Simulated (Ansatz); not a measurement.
# C₂H₈BNSi: a ladder of functionals and wavefunction methods

One table from this session's results is given with a row withheld; the runs are named, their logs left out.

The runs use Ansatz 0.2.0, Gaussian basis; functionals in def2-TZVPP, the program's frozen cores in correlated methods.

The runs, in order: LDA (SPW92), PBE-D4, revPBE-D4, BLYP-D4, r2SCAN-D4, B97M-V, PBE0-D4, B3LYP-D4, r2SCANh-D4, r2SCAN0-D4, HSE06-D4, BHLYP-D4, CAM-B3LYP-D4, LC-ωPBE, ωB97X-V, ωB97M-V, B2PLYP, PBE-QIDH; CCSD(T)/def2-SVP; CCSD(T)/def2-TZVPP; MP2/def2-QZVPP; extrapolation to the limit; RPA on PBE.

## The relaxed structure

An earlier PBE0-D4 in a triple-zeta def2 set relaxation fixed the geometry.

SMILES `BN([SiH3])C=C`, 13 atoms, charge 0, spin multiplicity 1.

Atoms are counted from 1 here; the program's logs count them from 0.

Bond lengths: B1–N2 1.408 Å, B1–H6 1.197 Å, B1–H7 1.194 Å, N2–Si3 1.765 Å, N2–C4 1.404 Å, Si3–H8 1.485 Å, Si3–H9 1.478 Å, Si3–H10 1.485 Å, C4–C5 1.329 Å, C4–H11 1.086 Å, C5–H12 1.084 Å, C5–H13 1.081 Å. Angles: N2–B1–H6 118.8°, N2–B1–H7 119.4°, H6–B1–H7 121.8°, B1–N2–Si3 121.0°, B1–N2–C4 120.1°, Si3–N2–C4 118.9°, N2–Si3–H8 109.8°, N2–Si3–H9 107.3°, N2–Si3–H10 109.8°, H8–Si3–H9 110.7°, H8–Si3–H10 108.6°, H9–Si3–H10 110.7°, N2–C4–C5 126.1°, N2–C4–H11 113.4°, C5–C4–H11 120.5°, C4–C5–H12 123.2°, C4–C5–H13 119.8°, H12–C5–H13 117.0°.

The first run:

Contents of in.yaml:

```yaml
crystal:
  periodic: [false, false, false]
  atoms:
    - {symbol: B, position_ang: [-1.676447, 0.847261, 0.485624]}
    - {symbol: N, position_ang: [-0.455431, 0.235020, 0.145483]}
    - {symbol: Si, position_ang: [0.923693, 0.286505, 1.246290]}
    - {symbol: C, position_ang: [-0.319210, -0.429258, -1.083581]}
    - {symbol: C, position_ang: [0.772919, -1.045068, -1.524005]}
    - {symbol: H, position_ang: [-2.586572, 0.788571, -0.290273]}
    - {symbol: H, position_ang: [-1.778394, 1.409052, 1.534721]}
    - {symbol: H, position_ang: [1.327780, -1.095369, 1.609783]}
    - {symbol: H, position_ang: [0.501810, 1.039019, 2.445787]}
    - {symbol: H, position_ang: [2.070456, 0.957421, 0.583133]}
    - {symbol: H, position_ang: [-1.220472, -0.405734, -1.688797]}
    - {symbol: H, position_ang: [1.695905, -1.095747, -0.957195]}
    - {symbol: H, position_ang: [0.764462, -1.526472, -2.492171]}
basis:
  gaussian: {orbitals: def2-TZVPP}
hamiltonian: {xc: lda}
output: {orbitals: {seedname: orbitals}}
```

On the command line:

```sh
> ansatz run in.yaml --threads 2 --pin off --events-out ev --progress --plain --max-ram 22528MiB --backend cuda --devices 0, --max-vram 18GiB
```

Steps of the session up to this table: LDA; PBE-D4 (GGA); revPBE-D4 (GGA); BLYP-D4 (GGA); r2SCAN-D4 (meta-GGA); B97M-V (meta-GGA); B3LYP-D4 (hybrid); r2SCANh-D4 (hybrid); r2SCAN0-D4 (hybrid); HSE06-D4 (hybrid); BHLYP-D4 (hybrid); CAM-B3LYP-D4 (range-separated); LC-ωPBE (range-separated); ωB97X-V (range-separated); ωB97M-V (range-separated); B2PLYP (double hybrid); PBE-QIDH (double hybrid).

One of the session's tables, all rows but one given; the rest of the session is left out.

It belongs to the step «Orbital energies across the functionals». 

```
  functional  HOMO (eV)  gap (eV)
 LDA (SPW92)      -6.27      4.36
      PBE-D4      -6.06      4.41
   revPBE-D4      -5.98      4.43
     BLYP-D4      -5.88      4.38
   r2SCAN-D4      -6.21      4.87
      B97M-V      -6.26      4.85
     PBE0-D4      -7.08      6.40
    B3LYP-D4      -6.86      5.96
  r2SCANh-D4      -6.60      5.60
  r2SCAN0-D4      -7.20      6.70
    HSE06-D4          ?         ?
    BHLYP-D4      -7.95      8.28
CAM-B3LYP-D4      -8.34      8.72
     LC-ωPBE      -9.70     11.23
     ωB97X-V      -9.32     10.75
     ωB97M-V      -9.27     10.45
```

Q: Estimate the row for HSE06-D4 from the others.

The run gave: HOMO (eV): -6.68; gap (eV): 5.62. In the column «HOMO (eV)» it lies between B3LYP-D4 (-6.86) and r2SCANh-D4 (-6.60).
